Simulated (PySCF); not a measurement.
# Ga2: the cost of one run

Program: PySCF 2.14.0. Level of theory: each script names its method and basis. These are calculated values, not measurements.

2 further runs of the same task are left out: 2 that didn't finish.

## 1. Starting geometry

Ga2⁻: 2 atoms, charge -1, spin multiplicity 2.

Bond lengths: Ga1–Ga2 2.510 Å.

## 2. The run that the others are compared with

Contents of input.py:

```python
from pyscf import gto, dft

mol = gto.M(
    atom='Ga 0 0 0; Ga 0 0 2.51',
    basis='6-31g',
    charge=-1,
    spin=1,
    verbose=4,
)
mf = dft.ROKS(mol, xc='pbesol')
mf = mf.newton()
mf.kernel()
mf.dip_moment()
print('orbital energies (hartree):', mf.mo_energy[..., max(0, mol.nelec[1]-3):mol.nelec[0]+3].round(4))
```

Started as:

```console
OMP_NUM_THREADS=1 python input.py
```

Q: Estimate wall time and peak memory on 1 thread of Arm Neoverse N1, shared host.

About 10 s, with a peak of 0.26 GiB.
